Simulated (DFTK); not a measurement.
# NbAs in DFTK: reference runs

Aim: a first look at NbAs with PBE, on the cell as given.

Everything below comes from runs of DFTK 0.8.2. Logs are shortened: lines on timing, memory, paths and dates and some standing lists are left out, and cuts for length are marked.

**1. The sheet as given**

The cell holds a sheet with vacuum, 2 atoms: a = 3.612 Å, b = 3.612 Å, c = 23.800 Å, α = 90.00°, β = 90.00°, γ = 90.00°.

The cell was built by a generator and needn't be a form met in nature.

**2. Single point, PBE**

File run.jl:

```julia
using DFTK
using PseudoPotentialData
using Unitful, UnitfulAtomic
using LinearAlgebra, Printf
include("save.jl")
disable_threading()

# lattice vectors are the columns
lattice = austrip(1u"Å") * [        3.6117            0.0            0.0;
                      0.0         3.6117            0.0;
                      0.0            0.0           23.8]
symbols   = [:Nb, :As]
positions = [[0.0, 0.0, 0.29412],
             [0.5, 0.5, 0.29412]]
pseudopotentials = PseudoFamily("dojo.nc.sr.pbe.v0_4_1.standard.upf")
elements = Dict(s => ElementPsp(s, pseudopotentials) for s in unique(symbols))
atoms    = [elements[s] for s in symbols]

build_model(lattice, positions; symmetries=true) =
    model_DFT(lattice, atoms, positions;
              functionals=PBE(),
              temperature=austrip(0.05u"eV"),
              smearing=Smearing.FermiDirac(),
              symmetries)
Ecut  = 42.0  # hartree
kgrid = [7, 7, 1]
tol   = 1e-6
to_GPa = ustrip(uconvert(u"GPa", 1u"hartree/bohr^3"))

model = build_model(lattice, positions)
basis = PlaneWaveBasis(model; Ecut, kgrid)
display(basis)
scfres = self_consistent_field(basis;
                               tol,
                               nbandsalg=AdaptiveBands(model; n_bands_converge=19))
display(scfres.energies)
@printf "Fermi level: %.6f eV\n" ustrip(auconvert(u"eV", something(scfres.εF, NaN)))
forces = compute_forces_cart(scfres)
println("Forces (eV/Å)")
for (s, f) in zip(symbols, forces)
    @printf "%-3s %12.6f %12.6f %12.6f\n" s ustrip.(auconvert.(u"eV/Å", f))...
end
stress = compute_stresses_cart(scfres)
println("Stress (GPa)")
display(round.(stress * to_GPa; digits=4))
println("Levels at the first k-point (eV): ", round.(ustrip.(auconvert.(u"eV", scfres.eigenvalues[1][1:scfres.n_bands_converge])); digits=4))
save_scf!(scfres; forces, stress)
```

Potentials or basis: dojo.nc.sr.pbe.v0_4_1.standard.upf (PBE).

Command:

```bash
> julia --threads=1 run.jl  # save.jl only writes the numbers to a file and isn't shown; printed stress counts tension as positive; times include loading and compiling
```

The log of the run:

```text
PlaneWaveBasis discretization:

    Ecut                 : 42.0 Ha
    fft_size             : (45, 45, 270), 546750 total points
    kgrid                : MonkhorstPack([7, 7, 1])
    num.   red. kpoints  : 49
    num. irred. kpoints  : 10

    Discretized Model(gga_x_pbe+gga_c_pbe, 3D):
        lattice (in Bohr)    : [6.82512   , 0         , 0         ]
                               [0         , 6.82512   , 0         ]
                               [0         , 0         , 44.9755   ]
        unit cell volume     : 2095.1 Bohr³

        atoms                : AsNb
        pseudopot. family    : PseudoFamily("dojo.nc.sr.pbe.v0_4_1.standard.upf")

        num. electrons       : 28
        spin polarization    : none
        temperature          : 0.0018375 Ha
        smearing             : DFTK.Smearing.FermiDirac()

        terms                : Kinetic()
                               AtomicLocal()
                               AtomicNonlocal()
                               Ewald(nothing)
                               PspCorrection()
                               Hartree()
                               Xc(gga_x_pbe, gga_c_pbe)
                               Entropy()
n     Energy            log10(ΔE)   log10(Δρ)   Diag   Δtime
---   ---------------   ---------   ---------   ----   ------
  1   -168.1811397069                   -0.67    5.9    21.1s
  2   -168.2796709675       -1.01       -1.03    2.0    10.9s
  3   -168.2959812139       -1.79       -1.35    3.3    14.4s
  4   -168.2978705191       -2.72       -1.82    2.2    10.4s
  5   -168.2981443919       -3.56       -2.08    2.0    10.2s
  6   -168.2982128922       -4.16       -2.49    2.3    10.6s
  7   -168.2982151958       -5.64       -2.97    2.6    9.65s
  8   -168.2982154429       -6.61       -3.06    2.8    12.8s
  9   -168.2982157426       -6.52       -3.85    2.1    9.54s
 10   -168.2982157722       -7.53       -4.46    4.3    14.1s
 11   -168.2982157723      -10.21       -4.19    4.5    14.2s
 12   -168.2982157728       -9.26       -4.72    3.4    14.4s
 13   -168.2982157730       -9.73       -5.38    4.4    12.3s
 14   -168.2982157731      -10.38       -5.65    3.6    13.3s
 15   -168.2982157731   +  -11.27       -6.30    5.9    11.6s
Energy breakdown (in Ha):
    Kinetic             94.3365879
    AtomicLocal         -786.6515567
    AtomicNonlocal      -44.5686602
    Ewald               237.6068420
    PspCorrection       0.5962554
    Hartree             367.1340568
    Xc                  -36.7503031
    Entropy             -0.0014379

    total               -168.298215773072
Fermi level: -2.513876 eV
Forces (eV/Å)
Nb      0.000000     0.000000    -0.000087
As      0.000000     0.000000     0.000086
Stress (GPa)
3×3 StaticArraysCore.SMatrix{3, 3, Float64, 9} with indices SOneTo(3)×SOneTo(3):
 0.5764  0.0     0.0
 0.0     0.5764  0.0
 0.0     0.0     0.0019
Levels at the first k-point (eV): [-58.2216, -38.3053, -38.2856, -38.2759, -38.2759, -38.243, -34.3222, -34.3222, -34.2202, -14.6215, -5.1787, -4.9698, -3.0552, -2.8005, -2.8005, -2.7793, -2.1299, -2.1299, 1.1744]
```

It took 4.9 min on 1 thread of Intel Xeon 6975P-C (Granite Rapids), shared host; peak memory 2.7 GiB.

What came out:

```yaml
Free_energy: -4579.6278 eV
Band_gap_on_the_k_mesh: none (metal or under the smearing width)
```

Stress tensor (GPa, compression positive):
```
-0.58  0.00  0.00
 0.00 -0.58  0.00
 0.00  0.00  0.00
```

Levels at points of the mesh, in eV from the Fermi level:
```csv
k point,band 11,band 12,band 13,band 14,band 15,band 16,band 17,band 18
"(0.00, 0.00, 0.00)",-2.66,-2.46,-0.54,-0.29,-0.29,-0.27,0.38,0.38
```

Caveat: there is no dipole correction across the vacuum.
